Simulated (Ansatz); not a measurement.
# CH₅BO₃: up Jacob's ladder to CCSD(T)

The task here is to estimate one member of a computed series from the others.

Computed with Ansatz 0.2.0, Gaussian basis. Level: functionals in def2-TZVPP, the program's frozen cores in correlated methods.

The runs, in order: PBE-D4, r2SCAN-D4, PBE0-D4, B3LYP-D4, ωB97X-V, ωB97M-V, B2PLYP; CCSD(T)/def2-TZVPP; MP2/def2-QZVPP; extrapolation to the limit.

**The geometry**

The geometry comes from an earlier relaxation with PBE0-D4 in a triple-zeta def2 set; it is a stationary point, not always the lowest conformer.

SMILES `BOC(O)O`, 10 atoms, charge 0, spin multiplicity 1.

Atoms are counted from 1 here; the program's logs count them from 0.

Bond lengths: B1–O2 1.347 Å, B1–H6 1.195 Å, B1–H7 1.201 Å, O2–C3 1.423 Å, C3–O4 1.361 Å, C3–O5 1.382 Å, C3–H8 1.096 Å, O4–H9 0.965 Å, O5–H10 0.962 Å. Angles: O2–B1–H6 116.9°, O2–B1–H7 120.1°, H6–B1–H7 123.0°, B1–O2–C3 121.0°, O2–C3–O4 111.2°, O2–C3–O5 107.5°, O2–C3–H8 108.7°, O4–C3–O5 109.0°, O4–C3–H8 107.3°, O5–C3–H8 113.1°, C3–O4–H9 107.5°, C3–O5–H10 108.6°.

The first run:

Contents of in.yaml:

```yaml
crystal:
  periodic: [false, false, false]
  atoms:
    - {symbol: B, position_ang: [-1.025791, 0.412092, -1.301400]}
    - {symbol: O, position_ang: [-0.480074, 0.563530, -0.079523]}
    - {symbol: C, position_ang: [0.495161, -0.351651, 0.407300]}
    - {symbol: O, position_ang: [-0.063766, -1.269137, 1.243524]}
    - {symbol: O, position_ang: [1.438842, 0.378469, 1.104929]}
    - {symbol: H, position_ang: [-1.873696, 1.193404, -1.614585]}
    - {symbol: H, position_ang: [-0.644301, -0.465149, -2.027104]}
    - {symbol: H, position_ang: [0.917211, -0.900701, -0.442409]}
    - {symbol: H, position_ang: [-0.270272, -0.818872, 2.071945]}
    - {symbol: H, position_ang: [1.589885, 1.206915, 0.640225]}
basis:
  gaussian: {orbitals: def2-TZVPP}
hamiltonian: {xc: pbe, dispersion: d4}
output: {forces: true, orbitals: {seedname: orbitals}}
```

Launch:

```console
$ ansatz run in.yaml --threads 4 --pin off --events-out ev --progress --plain --max-ram 10444MiB
```

Among the steps run: PBE-D4 (GGA); r2SCAN-D4 (meta-GGA); PBE0-D4 (hybrid); B3LYP-D4 (hybrid); ωB97X-V (range-separated); ωB97M-V (range-separated); B2PLYP (double hybrid); CCSD(T) in def2-TZVPP; MP2 in def2-QZVPP.

One table of the session follows, with a row left open; its other results are not shown here.

It belongs to the step «Atomisation energies». 

| method | atomisation energy (kJ/mol) |
| --- | --- |
| PBE-D4 | 4017.0 |
| r2SCAN-D4 | 3927.4 |
| PBE0-D4 | 3906.1 |
| B3LYP-D4 | 3903.2 |
| ωB97X-V | ? |
| ωB97M-V | 3929.5 |
| B2PLYP | 3873.2 |
| HF/def2-TZVPP | 2741.3 |
| MP2/def2-TZVPP | 3914.6 |
| CCSD/def2-TZVPP | 3738.4 |
| CCSD(T)/def2-TZVPP | 3804.9 |
| MP2/CBS | 4020.9 |
| CCSD(T)/CBS | 3911.3 |

Estimate the missing values for ωB97X-V.

**Answer.** atomisation energy (kJ/mol): 3915.6. In the column «atomisation energy (kJ/mol)» it lies between MP2/def2-TZVPP (3914.6) and r2SCAN-D4 (3927.4).
